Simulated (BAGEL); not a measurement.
# CH3FGe (SMILES [CH3][Ge][F]): B3LYP/6-31G(d) (density fitting with qzvpp-jkfit, spherical functions)

What is the energy change on altering one bond length of CH3FGe at B3LYP/6-31G* (density fitting with qzvpp-jkfit, spherical functions)? 

The results are computed with BAGEL 1.2.2.

1 further run of the same task is left out (set aside as unsound or not needed).

### 1 The structure to begin with

CH3FGe: 6 atoms, total charge 0, spin state singlet. As SMILES, `[CH3][Ge][F]`. The shape is that of a PBE0-D4/def2-TZVP optimisation.

Bond lengths: C1–Ge2 1.981 Å, Ge2–F3 1.766 Å, C1–H4 1.092 Å, C1–H5 1.095 Å, C1–H6 1.095 Å. Angles: C1–Ge2–F3 95.0°, Ge2–C1–H4 112.8°, Ge2–C1–H5 108.9°, Ge2–C1–H6 109.0°, H4–C1–H5 109.4°, H4–C1–H6 109.5°, H5–C1–H6 107.1°.

### 2 The energy at B3LYP/6-31G(d) (density fitting with qzvpp-jkfit, spherical functions)

File input.json:

```json
{ "bagel": [

{
  "title": "molecule",
  "basis": "6-31gs.json",
  "df_basis": "qzvpp-jkfit",
  "angstrom": "true",
  "geometry": [
    { "atom": "C", "xyz": [      -0.297300,       0.450300,      -0.197800 ] },
    { "atom": "Ge", "xyz": [       1.362700,      -0.249000,       0.627600 ] },
    { "atom": "F", "xyz": [       0.852000,      -1.939400,       0.592000 ] },
    { "atom": "H", "xyz": [      -0.282700,       1.534200,      -0.326300 ] },
    { "atom": "H", "xyz": [      -1.150400,       0.170400,       0.429400 ] },
    { "atom": "H", "xyz": [      -0.442100,      -0.030400,      -1.171000 ] }
  ]
},

{ "title": "ks", "xc_func": "b3lyp" },

{ "title": "print", "file": "orbitals.molden", "orbitals": "true" }

]}
```

The basis set 6-31G* is read from a file made from the Basis Set Exchange's data (not shown).

Run with:

```console
$ BAGEL_NUM_THREADS=1 BAGEL input.json > input.out
```

Log:

```text
* using 1 threads per process

  ===============================================================
  ===============================================================

  *** Geometry ***

  { "atom" : "C", "xyz" : [     -0.561816,      0.850944,     -0.373788 ] },
  { "atom" : "Ge", "xyz" : [      2.575130,     -0.470542,      1.185992 ] },
  { "atom" : "F", "xyz" : [      1.610047,     -3.664935,      1.118718 ] },
  { "atom" : "H", "xyz" : [     -0.534226,      2.899218,     -0.616618 ] },
  { "atom" : "H", "xyz" : [     -2.173941,      0.322009,      0.811448 ] },
  { "atom" : "H", "xyz" : [     -0.835448,     -0.057448,     -2.212869 ] },

  Number of auxiliary basis functions:      472

  Since a DF basis is specified, we compute 2- and 3-index integrals:
    o Being stored without compression. Storage requirement is 0.016 GB

  Number of basis functions:       66
  Number of electrons      :       50

    * METHOD: MOLECULE                             0.22

  *** Kohn-Sham DFT ***

    * Removing 9746 points whose weight is below 1.00e-10
    * Grid points: 79690

  === Nuclear Repulsion ===
   181.7766031298

       - DIIS with orbital gradients will be used.

  === KS iteration (b3lyp / 6-31gs.json) ===
      0      -2136.84216617          0.11951157           0.24
      1      -1929.96190574          0.26220299           0.22
      2      -2117.70802516          0.13157967           0.22
      3      -2118.43328103          0.25142009           0.22
      4      -2127.75396369          0.21179875           0.22
      5      -2129.98533826          0.21451453           0.22
      6      -2132.12960150          0.21483179           0.22
      7      -2127.74218931          0.21904704           0.22
      8      -2123.45910016          0.17052967           0.23
      9      -2211.90379115          0.08523176           0.22
     10      -2175.63920385          0.34272521           0.23
     11      -2171.79485802          0.34244218           0.23
     12      -2176.64394751          0.34150311           0.23
     13      -2210.33186291          0.20727190           0.22
     14      -2198.95365125          0.15076332           0.22
     15      -2210.64521591          0.10386486           0.22
     16      -2216.40998740          0.01585291           0.22
     17      -2216.41194966          0.01934465           0.23
     18      -2216.52663405          0.00370239           0.23
     19      -2216.53201971          0.00172504           0.24
     20      -2216.53298962          0.00028678           0.23
     21      -2216.53301255          0.00011904           0.22
     22      -2216.53301488          0.00001948           0.22
     23      -2216.53301497          0.00000392           0.22
     24      -2216.53301497          0.00000054           0.22
     25      -2216.53301497          0.00000065           0.22
     26      -2216.53301497          0.00000003           0.22
     27      -2216.53301498          0.00000002           0.22
     28      -2216.53301497          0.00000001           0.23
    * SCF iteration converged.

    * Permanent dipole moment:
           (    0.131073,    -0.712970,     0.140183) a.u.

    * METHOD: KS                                   6.83

    * METHOD: PRINT                                0.01

  ===============================================================
```

Wall time 7.2 s (1 thread of Arm Neoverse V1, shared host); peak memory 0.3 GiB.

### 3 The distorted shape at the same level

File calc.json:

```json
{ "bagel" : [

{
  "title" : "molecule",
  "basis" : "6-31gs.json",
  "df_basis" : "qzvpp-jkfit",
  "angstrom" : "true",
  "geometry" : [
    { "atom" : "C", "xyz" : [       0.129228,       0.590243,      -0.511384 ] },
    { "atom" : "Ge", "xyz" : [       1.789228,      -0.109057,       0.314016 ] },
    { "atom" : "F", "xyz" : [       1.278528,      -1.799457,       0.278416 ] },
    { "atom" : "H", "xyz" : [       0.143828,       1.674143,      -0.639884 ] },
    { "atom" : "H", "xyz" : [      -1.150400,       0.170400,       0.429400 ] },
    { "atom" : "H", "xyz" : [      -0.015572,       0.109543,      -1.484584 ] }
  ]
},

{
  "title" : "ks",
  "xc_func" : "b3lyp"
},

{
  "title" : "print",
  "file" : "orbitals.molden",
  "orbitals" : "true"
}

]}
```

The basis set 6-31G* is read from a file made from the Basis Set Exchange's data (not shown).

Run with:

```console
$ BAGEL_NUM_THREADS=1 BAGEL calc.json > calc.out
```

Log:

```text
* using 1 threads per process

  ===============================================================
  ===============================================================

  *** Geometry ***

  { "atom" : "C", "xyz" : [      0.244206,      1.115398,     -0.966376 ] },
  { "atom" : "Ge", "xyz" : [      3.381151,     -0.206088,      0.593404 ] },
  { "atom" : "F", "xyz" : [      2.416068,     -3.400481,      0.526130 ] },
  { "atom" : "H", "xyz" : [      0.271796,      3.163672,     -1.209206 ] },
  { "atom" : "H", "xyz" : [     -2.173941,      0.322009,      0.811448 ] },
  { "atom" : "H", "xyz" : [     -0.029427,      0.207006,     -2.805457 ] },

  Number of auxiliary basis functions:      472

  Since a DF basis is specified, we compute 2- and 3-index integrals:
    o Being stored without compression. Storage requirement is 0.016 GB

  Number of basis functions:       66
  Number of electrons      :       50

    * METHOD: MOLECULE                             0.22

  *** Kohn-Sham DFT ***

    * Removing 9165 points whose weight is below 1.00e-10
    * Grid points: 80271

  === Nuclear Repulsion ===
   179.6762461905

       - DIIS with orbital gradients will be used.

  === KS iteration (b3lyp / 6-31gs.json) ===
      0      -2137.37423031          0.11917223           0.25
      1      -1932.00861977          0.26134603           0.22
      2      -2118.35787895          0.12717733           0.22
      3      -2117.84289566          0.26213460           0.22
      4      -2125.74648872          0.22221608           0.22
      5      -2126.96094193          0.21719260           0.22
      6      -2131.21618534          0.20722649           0.22
      7      -2127.14943451          0.22365820           0.22
      8      -2124.09207360          0.17107245           0.22
      9      -2211.84609001          0.08676414           0.22
     10      -2171.82543582          0.35891584           0.22
     11      -2173.92708529          0.35978330           0.22
     12      -2178.67845121          0.35574592           0.22
     13      -2210.72792683          0.19858463           0.22
     14      -2199.71619477          0.14848846           0.22
     15      -2210.14864020          0.10454009           0.22
     16      -2215.86571163          0.03596507           0.22
     17      -2215.86470226          0.04414546           0.22
     18      -2216.43875677          0.00770237           0.22
     19      -2216.45321016          0.00446763           0.22
     20      -2216.46055214          0.00107433           0.22
     21      -2216.46087710          0.00065343           0.23
     22      -2216.46097386          0.00005133           0.23
     23      -2216.46097449          0.00001663           0.23
     24      -2216.46097459          0.00000481           0.22
     25      -2216.46097459          0.00000193           0.22
     26      -2216.46097460          0.00000045           0.22
     27      -2216.46097460          0.00000019           0.22
     28      -2216.46097460          0.00000007           0.22
     29      -2216.46097460          0.00000002           0.22
     30      -2216.46097460          0.00000002           0.22
     31      -2216.46097460          0.00000001           0.22
    * SCF iteration converged.

    * Permanent dipole moment:
           (   -0.029417,    -0.749098,     0.228083) a.u.

    * METHOD: KS                                   7.46

    * METHOD: PRINT                                0.01

  ===============================================================
```

It took 7.8 s on 1 thread of Arm Neoverse V1, shared host; peak memory 0.3 GiB.

### 4 Summary of results

Level: B3LYP/6-31G* (density fitting with qzvpp-jkfit, spherical functions).

| quantity | value |
| --- | --- |
| first shape: total energy | -2216.53301 Eh |
| first shape: dipole moment | 1.88 D |
| first shape: HOMO energy | -6.45 eV |
| first shape: LUMO energy | -2.44 eV |
| first shape: HOMO–LUMO gap | 4.01 eV |
| distorted shape: total energy | -2216.46097 Eh |
| distorted shape: dipole moment | 1.99 D |
| distorted shape: HOMO energy | -6.59 eV |
| distorted shape: LUMO energy | -2.59 eV |
| distorted shape: HOMO–LUMO gap | 4.00 eV |
| energy change with the C1–H5 bond stretched from 1.095 to 1.643 Å | 1.960 eV |

In words: With the C1–H5 bond stretched from 1.095 to 1.643 Å the energy rises by 1.96 eV (45 kcal/mol). The first shape isn't relaxed at this level, so the change isn't measured from a minimum.
